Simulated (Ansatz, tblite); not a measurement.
# Ru(P5)2 (P10Ru): rung by rung

The task here is to estimate one member of a computed series from the others.

Computed with Ansatz 0.2.0, Gaussian basis. Level: as each input shows.

Plan: GFN1-xTB, GFN2-xTB, PBE-D4/def2-TZVP, r2SCAN-D4/def2-TZVP, r2SCAN0-D4/def2-TZVP, HF/def2-TZVP, PBE-D4/def2-SVP, PBE0-D4/def2-SVP, MP2/def2-SVP, RPA/def2-SVP.

7 further runs of the same task are left out: 3 that didn't finish, 4 set aside as unsound or not needed. Runs told in other sessions of the task aren't counted.

## The relaxed structure

The singlet was relaxed beforehand with PBE0-D4/def2-SVP.

11 atoms, charge 0, spin multiplicity 1.

Bond lengths: Ru1–P2 2.501 Å, Ru1–P3 2.501 Å, Ru1–P4 2.502 Å, Ru1–P5 2.502 Å, Ru1–P6 2.502 Å, Ru1–P7 2.502 Å, Ru1–P8 2.502 Å, Ru1–P9 2.501 Å, Ru1–P10 2.502 Å, Ru1–P11 2.501 Å, P2–P3 2.136 Å, P2–P6 2.136 Å, P3–P4 2.137 Å, P4–P5 2.136 Å, P5–P6 2.137 Å, P7–P8 2.137 Å, P7–P11 2.136 Å, P8–P9 2.136 Å and more. Angles: P2–Ru1–P3 50.6°, P2–Ru1–P4 87.4°, P2–Ru1–P5 87.4°, P2–Ru1–P6 50.6°, P2–Ru1–P7 153.4°, P2–Ru1–P8 107.5°, P2–Ru1–P9 86.7°, P2–Ru1–P10 108.5°, P2–Ru1–P11 154.7°, P3–Ru1–P4 50.6°, P3–Ru1–P5 87.4°, P3–Ru1–P6 87.4°, P3–Ru1–P7 107.5°, P3–Ru1–P8 86.8°, P3–Ru1–P9 108.4°, P3–Ru1–P10 154.7°, P3–Ru1–P11 153.4°, P4–Ru1–P5 50.5° and more.

Formally the metal is d6. Ru takes a core potential in the def2 sets. No spin-orbit coupling is included.

PBE0-D4/def2-TZVP was run before; its log isn't repeated, and its numbers join the tables.

The first run:

Tight binding, by tblite at 300 K electronic temperature and without a spin-polarisation term:

```python
tblite.interface.Calculator('GFN1-xTB', numbers, positions, charge=0, uhf=0).singlepoint()
```

Tight binding, by tblite at 300 K electronic temperature and without a spin-polarisation term:

```python
tblite.interface.Calculator('GFN2-xTB', numbers, positions, charge=0, uhf=0).singlepoint()
```

start.molden holds the orbitals of an earlier run on this state, given as this run's starting guess.

in.yaml reads:

```yaml
crystal:
  periodic: [false, false, false]
  atoms:
    - {symbol: Ru, position_ang: [0.000067, 0.000322, 0.000009]}
    - {symbol: P, position_ang: [-1.701585, 0.633344, 1.720715]}
    - {symbol: P, position_ang: [-1.140878, -1.427997, 1.707527]}
    - {symbol: P, position_ang: [0.993520, -1.532258, 1.709412]}
    - {symbol: P, position_ang: [1.751896, 0.464651, 1.724248]}
    - {symbol: P, position_ang: [0.086316, 1.802767, 1.733008]}
    - {symbol: P, position_ang: [0.974839, -1.523453, -1.727834]}
    - {symbol: P, position_ang: [-1.157970, -1.385990, -1.731000]}
    - {symbol: P, position_ang: [-1.688140, 0.683184, -1.714189]}
    - {symbol: P, position_ang: [0.118145, 1.824137, -1.709250]}
    - {symbol: P, position_ang: [1.763779, 0.461283, -1.712656]}
basis:
  gaussian: {orbitals: def2-TZVP, initial_orbitals: start.molden}
hamiltonian: {xc: pbe, dispersion: d4}
scf: {omitted_lower_state_checks: [starts]}
output: {orbitals: {seedname: orbitals}}
```

On the command line:

```bash
$ ansatz run in.yaml --threads 4 --pin off --events-out ev --progress --plain --max-ram 6963MiB
```

Among the steps run: PBE-D4/def2-TZVP; r2SCAN-D4/def2-TZVP; r2SCAN0-D4/def2-TZVP; HF/def2-TZVP; PBE-D4/def2-SVP; PBE0-D4/def2-SVP; MP2/def2-SVP; RPA/def2-SVP.

One of the session's tables, all rows but one given; the rest of the session is left out.

It belongs to the step «Binding energy». 

| level | binding an atom (eV) |
| --- | --- |
| HF/def2-SVP | 1.056 |
| HF/def2-TZVP | 1.209 |
| PBE-D4/def2-SVP | 3.794 |
| PBE-D4/def2-TZVP | 3.893 |
| r2SCAN-D4/def2-TZVP | ? |
| PBE0-D4/def2-SVP | 3.504 |
| PBE0-D4/def2-TZVP | 3.622 |
| r2SCAN0-D4/def2-TZVP | 3.392 |
| RPA/def2-SVP | 2.969 |
| MP2/def2-SVP | 3.285 |

Q: Estimate the row for r2SCAN-D4/def2-TZVP from the others.

The run gave: binding an atom (eV): 3.604. In the column «binding an atom (eV)» it lies between PBE0-D4/def2-SVP (3.504) and PBE0-D4/def2-TZVP (3.622).

Caveats from the session: Free atoms were run apart at each level; binding is atoms less cluster, divided by the number of atoms, without zero-point or spin-orbit terms.
